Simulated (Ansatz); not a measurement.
# Cu (fcc type): how the settings move a single-point run

Aim: see which settings change the result for Cu (fcc type), by how much, and at what cost.

Computed with Ansatz 0.2.0 (reference: DFT, PBEsol, PAW with Ansatz's default frozen-core files, scalar-relativistic, unless a step's input says otherwise).

## (1) The system as given

It takes space group Fm-3m (No. 225, cubic). The conventional cell has a = 2.690 Å, b = 2.690 Å, c = 2.690 Å, α = 90.00°, β = 90.00°, γ = 90.00°. Cu (site symmetry m-3m) is surrounded by 12 Cu at 1.90 Å.

Structure file:

```cif
data_structure
_symmetry_space_group_name_H-M 'P 1'
_symmetry_Int_Tables_number 1
_cell_length_a 1.9021
_cell_length_b 1.9021
_cell_length_c 1.9021
_cell_angle_alpha 60.000
_cell_angle_beta 60.000
_cell_angle_gamma 60.000
_cell_volume 4.87
loop_
_atom_site_label
_atom_site_type_symbol
_atom_site_fract_x
_atom_site_fract_y
_atom_site_fract_z
_atom_site_occupancy
Cu1 Cu 0.00000 0.00000 0.00000 1
```

## (2) The reference run

File input.yaml:

```yaml
crystal:
  lattice:
    - [0.0, 1.3449556456, 1.3449556456]
    - [1.3449556456, 0.0, 1.3449556456]
    - [1.3449556456, 1.3449556456, 0.0]
  atoms:
    - { symbol: Cu, position: [0.0, 0.0, 0.0] }
kpoints:
  mp_grid: { grid: [20, 20, 20] }
  band_path:
    path:
      - [0.0, 0.0, 0.0]
      - [0.5, 0.0, 0.5]
      - [0.625, 0.25, 0.625]
      - [0.375, 0.375, 0.75]
      - [0.0, 0.0, 0.0]
      - [0.5, 0.5, 0.5]
      - [0.5, 0.25, 0.75]
      - [0.5, 0.0, 0.5]
    npoints: 8
scf:
  occupations: { method: fermi_dirac, width: 0.08 }
hamiltonian:
  xc: pbesol
  pseudopotentials: { kind: paw }
output:
  forces: true
  stress: true
  eigenvalues: true
  populations: true
  dos: { projected: true, de: 0.2, e_range: [-14, 8] }
```

The run is started by

```
ansatz run input.yaml --threads 1 --pin off --max-ram 2048MiB --backend cpu --events-out ev --progress --plain --runs-dir out
```

## (3) Variant: mp_grid.grid [25, 25, 25]

Edit input.yaml of step 2 so:

```diff
@@ -8,3 +8,3 @@
 kpoints:
-  mp_grid: { grid: [20, 20, 20] }
+  mp_grid: { grid: [25, 25, 25] }
   band_path:
@@ -30,2 +30 @@
   populations: true
-  dos: { projected: true, de: 0.2, e_range: [-14, 8] }
```

What does the calculation give? Wanted: for each run, ending; energy change; pressure; gap; force.

**Answer**, as computed:

| run | ending | energy change | pressure (GPa) | gap (eV) | force (eV/Å) | cycles | time |
| --- | --- | --- | --- | --- | --- | --- | --- |
| reference | converged | 0 | 1095.7 | 0.00 | 0.00 | 6 | 1.6 s |
| 1: mp_grid.grid [25, 25, 25] | converged | -3.1 meV/atom | 1095.5 | 0.00 | 0.00 | 6 | 2.3 s |

Times don't compare one to one where runs were asked for different outputs or read a saved state (see the inputs); cycles may leave out searches for a lower state.

Residual by cycle in the longest SCF loop of each run; runs are numbered as in the table. The quantity is the density residual dr2, in eV.

```
cycle  reference    run 1
    1      0.768    0.767
    2     0.0646   0.0614
    3     0.0117    0.012
    4     5.3e-5   3.3e-5
    5     4.1e-7   4.8e-7
    6    2.6e-10  3.1e-10
```

Changing the k-point mesh moves the energy by -3.1 meV/atom. The energy is not variational in the mesh, so the sign tells nothing. The structure is not at rest: the sound run finds 1096 GPa, so these are no properties of the relaxed crystal. 

At pressures up to 1096 GPa the PAW spheres may overlap and frozen cores may not hold, so those PAW values are rough without an all-electron check.
